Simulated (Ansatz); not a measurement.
# Pt: the cost of one run

Program: Ansatz 0.2.0. Level of theory: DFT LDA, scalar-relativistic, plane waves, PAW. These are calculated values, not measurements.

The COD entry's cell or inner coordinates are ideal or old and differ from later refinements, so a difference from it is no clean test against experiment.

16 further runs of the same task are left out: 16 set aside as unsound or not needed.

## (1) The starting structure

The structure is cubic, space group Fm-3m (No. 225). The conventional cell has a = 3.894 Å, b = 3.894 Å, c = 3.894 Å, α = 90.00°, β = 90.00°, γ = 90.00°. Pt (site symmetry m-3m) is surrounded by 12 Pt at 2.75 Å.

Structure file:

```xyz
1
Lattice="0.0000 1.9468 1.9468 1.9468 0.0000 1.9468 1.9468 1.9468 0.0000" Properties=species:S:1:pos:R:3 pbc="T T T"
Pt    0.0000    0.0000    0.0000
```

It is the result of an earlier relaxation at this level (volume 14.76 Å³/atom; gap on the mesh: none (metal)).

## (2) The scan

The energy is mapped over two homogeneous strains (x along [1 0 0], y along [0 1 0], z along [0 0 1] of the conventional cell).

- equal engineering shear yz, xz and xy: 7 values from −15 to 15 %
- equal normal strain along x, y and z: 7 values from −3 to 3 %

Nothing else is relaxed (symmetry fixes all fractional coordinates). Energies count from the relaxed crystal. Points are written as (first, second).

## (3) The run at (−15 %, −3 %)

The input, input.yaml:

```yaml
crystal:
  lattice:
    - [-0.2920150933, 1.7423567231, 1.7423567231]
    - [1.7423567231, -0.2920150933, 1.7423567231]
    - [1.7423567231, 1.7423567231, -0.2920150933]
  atoms:
    - { symbol: Pt, position: [0.0, 0.0, 0.0] }
basis:
  ecutwfc: 420
kpoints:
  mp_grid: { grid: [20, 20, 20] }
hamiltonian:
  xc: lda
  pseudopotentials: { kind: paw, azcp: { folder: soft_1 } }
scf:
  occupations: { method: gaussian, width: 0.15 }
output:
  forces: true
  stress: true
  eigenvalues: true
```

Started as:

```sh
> ansatz run input.yaml --threads 1 --pin off --max-ram 2048MiB --backend cpu --events-out ev --progress --plain --runs-dir out
```

**Question.** How long does this run take on 1 thread of Intel Xeon 6975P-C (Granite Rapids), shared host, and how much memory does it need?

About 4 s, with a peak of 0.45 GiB.
